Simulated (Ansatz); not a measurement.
# YbSn: the cost of one run

Computed with Ansatz 0.2.0 (DFT PBEsol, scalar-relativistic, plane waves, PAW, unless a step's input says otherwise).

12 further runs of the same task are left out: 12 set aside as unsound or not needed.

## Step 1: The structure to begin with

Symmetry: P4/mmm, No. 123, tetragonal system. Conventional cell: a = 3.399 Å, b = 3.399 Å, c = 4.399 Å, α = 90.00°, β = 90.00°, γ = 90.00°. Yb (site symmetry 4/mmm) has 8 Sn at 3.26 Å and 4 Yb at 3.40 Å as nearest neighbours. Around Sn (site symmetry 4/mmm) lie 8 Yb at 3.26 Å and 4 Sn at 3.40 Å.

Coordinates:

```
CELL_PARAMETERS angstrom
3.39880 0.00000 0.00000
0.00000 3.39880 0.00000
0.00000 0.00000 4.39898
ATOMIC_POSITIONS crystal
Yb 0.00000 0.00000 0.00000
Sn 0.50000 0.50000 0.50000
```

This cell was relaxed beforehand with the same method: volume 25.41 Å³/atom, gap on the mesh none (metal).

## Step 2: Plan of the line

The energy is mapped over a normal mode and a strain (zone-centre modes of the cell shown) (x along [1 0 0], y along [0 1 0], z along [0 0 1] of the conventional cell).

First coordinate, amplitude of mode 6 (133 cm⁻¹), largest displacement in the unstrained cell: 11 values from −0.096 Å. Second coordinate, normal strain along z: 7 values from −7.00 %.

Nothing else is relaxed (the pattern is fixed in fractional coordinates). Energies count from the relaxed high-symmetry cell. Points are written as (first, second).

The modes come from a phonon run on the reference cell, made beforehand.

Displacement patterns for an amplitude of 1 (Å):

```tsv
atom	x1	y1	z1
Yb1	0.000	0.000	-0.686
Sn2	0.000	0.000	1.000
```

## Step 3: The run at (−0.096 Å, 2.33 %)

The input, input.yaml:

```yaml
crystal:
  lattice:
    - [3.3987954699, 0.0, 0.0]
    - [0.0, 3.3987954699, 0.0]
    - [0.0, 0.0, 4.5014765757]
  atoms:
    - { symbol: Yb, position: [0.0, 0.0, 0.0149704953] }
    - { symbol: Sn, position: [0.5, 0.5, 0.4781767608] }
basis:
  ecutwfc: 420
kpoints:
  mp_grid: { grid: [14, 14, 10] }
hamiltonian:
  xc: pbesol
scf:
  occupations: { method: gaussian, width: 0.15 }
output:
  forces: true
  stress: true
  eigenvalues: true
```

Launch:

```sh
$ ansatz run input.yaml --threads 2 --pin off --max-ram 5120MiB --backend cpu --events-out ev --progress --plain --runs-dir out
```

Q: Estimate wall time and peak memory on 2 threads of Intel Xeon at 2.60GHz (Ice Lake), shared host.

About 8.7 s, with a peak of 0.57 GiB.
